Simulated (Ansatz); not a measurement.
# CH₂GaN: vertical ionisation energy

An exercise on one series of results from a longer session: the logs are not shown, and one member is left open.

Computed with Ansatz 0.2.0, Gaussian basis. Level: unrestricted cation, the program's frozen cores in correlated methods.

Levels to be run: UKS PBE-D4/def2-TZVPP; UKS r2SCAN-D4/def2-TZVPP; UKS PBE0-D4/def2-TZVPP; UKS B3LYP-D4/def2-TZVPP; UKS wB97X-V/def2-TZVPP; UKS wB97M-V/def2-TZVPP; UKS B2PLYP/def2-TZVPP; UHF-CCSD(T)/def2-TZVPP; UHF-MP2/def2-QZVPP; extrapolation to the limit; then −ε(HOMO) from the neutral's earlier runs with LDA (SPW92), PBE-D4, revPBE-D4, BLYP-D4, r2SCAN-D4, B97M-V, PBE0-D4, B3LYP-D4, r2SCANh-D4, r2SCAN0-D4, HSE06-D4, BHLYP-D4, CAM-B3LYP-D4, LC-ωPBE, ωB97X-V, ωB97M-V.

## The relaxed structure

An earlier PBE0-D4 in a triple-zeta def2 set relaxation fixed the geometry.

SMILES `N#[C][GaH2]`, 5 atoms, charge 0, spin multiplicity 1.

Atoms are counted from 1 here; the program's logs count them from 0.

Bond lengths: N1–C2 1.154 Å, C2–Ga3 1.949 Å, Ga3–H4 1.553 Å, Ga3–H5 1.553 Å. Angles: N1–C2–Ga3 179.9°, C2–Ga3–H4 116.1°, C2–Ga3–H5 116.1°, H4–Ga3–H5 127.9°.

Coordinates:

```xyz
5
charge 0, multiplicity 1
N     1.7014   -1.0684    1.2660
C     0.8768   -0.5543    0.6440
Ga   -0.5175    0.3139   -0.4056
H    -1.7472   -0.5638   -0.7645
H    -0.2636    1.7990   -0.7813
```

Set-up of the first run:

File in.yaml:

```yaml
crystal:
  periodic: [false, false, false]
  atoms:
    - {symbol: N, position_ang: [1.701374, -1.068412, 1.265963]}
    - {symbol: C, position_ang: [0.876849, -0.554347, 0.644024]}
    - {symbol: Ga, position_ang: [-0.517484, 0.313895, -0.405603]}
    - {symbol: H, position_ang: [-1.747173, -0.563768, -0.764508]}
    - {symbol: H, position_ang: [-0.263566, 1.799032, -0.781276]}
basis:
  gaussian: {orbitals: def2-TZVPP}
total_charge: 1
magnetization: {spin_polarized: true, initial_magnetization: 1}
hamiltonian: {xc: pbe, dispersion: d4}
```

Launch:

```console
> ansatz run in.yaml --threads 4 --pin off --events-out ev --progress --plain --max-ram 10444MiB
```

Among the steps run: Cation, UKS PBE-D4/def2-TZVPP; Cation, UKS r2SCAN-D4/def2-TZVPP; Cation, UKS PBE0-D4/def2-TZVPP; Cation, UKS B3LYP-D4/def2-TZVPP; Cation, UKS wB97X-V/def2-TZVPP; Cation, UKS wB97M-V/def2-TZVPP; Cation, UKS B2PLYP (frozen core)/def2-TZVPP; Cation, UHF-CCSD(T)/def2-TZVPP; Cation, UHF-MP2/def2-QZVPP.

One of the session's tables, all rows but one given; the rest of the session is left out.

Orbital estimates, from the neutral's runs:

| functional | −ε(HOMO) (eV) |
| --- | --- |
| LDA (SPW92) | 8.12 |
| PBE-D4 | 8.00 |
| revPBE-D4 | 7.94 |
| BLYP-D4 | 7.88 |
| r2SCAN-D4 | 8.30 |
| B97M-V | 8.32 |
| PBE0-D4 | 9.27 |
| B3LYP-D4 | 9.06 |
| r2SCANh-D4 | 8.77 |
| r2SCAN0-D4 | 9.48 |
| HSE06-D4 | 8.87 |
| BHLYP-D4 | 10.46 |
| CAM-B3LYP-D4 | 10.67 |
| LC-ωPBE | ? |
| ωB97X-V | 11.68 |
| ωB97M-V | 11.51 |

Estimate the missing values for LC-ωPBE.

The run gave: −ε(HOMO) (eV): 12.09. In the column «−ε(HOMO) (eV)» it is the highest.

Caveats from the session: The cation may have settled in a state other than its lowest; no search over hole states beyond the program's own was made.
